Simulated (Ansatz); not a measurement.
Crystal: CuSn3.

```
Sn Cu
1.0
    -2.23990    2.23990    4.87070
     2.23990   -2.23990    4.87070
     2.23990    2.23990   -4.87070
Sn Cu
3 1
Cartesian
  0.0000 0.0000 4.8707
  2.2399 0.0000 2.4354
  0.0000 2.2399 2.4354
  0.0000 0.0000 0.0000
```

The cell comes from a database or a generator and needn't be the stable form of this composition.

- Program: Ansatz 0.2.0
- Task: relaxation of cell and atoms
- Functional: PBEsol
- Dispersion: D4
- Potentials or basis: Ansatz PAW
- Cutoff: 420 eV (not typed: the program's choice for these potentials)
- k mesh: 8 × 8 × 8
- Occupations: fermi-dirac, width 0.05 eV
- Spin: no spin polarisation

At the start: volume 24.44 Å³/atom.

How do energy, volume and symmetry change on relaxing?

It ends after 8 steps and the volume is 21.98 Å³/atom (-10.1 %); space group I4/mmm (No. 139, to 0.05 Å).

The path:
```
step  energy change (eV)  largest force (eV/Å)  volume (Å³)
   1              0.0000                0.0000        97.75
   2             -0.1660                0.0000        84.70
   3             -0.1915                0.0000        88.65
   4             -0.1928                0.0000        88.00
   5             -0.1929                0.0000        87.94
   6             -0.1930                0.0000        87.87
   7             -0.1930                0.0000        87.92
   8             -0.1902                0.0000        87.92
```

Final structure:
```
Sn Cu
1.0
    -2.15867    2.15867    4.71699
     2.15867   -2.15867    4.71699
     2.15867    2.15867   -4.71699
Sn Cu
3 1
Direct
  0.50000 0.50000 0.00000
  0.25000 0.75000 0.50000
  0.75000 0.25000 0.50000
  0.00000 0.00000 0.00000
```

Caveat: the plane-wave basis is chosen anew once the cell has moved, so the energies of steps on either side of that aren't comparable; pairwise dispersion overbinds metals, which lowers pressure and volume; the PAW data sets come from PBE, with cores solved anew for the run's functional, which leaves a small shift of forces and pressure.
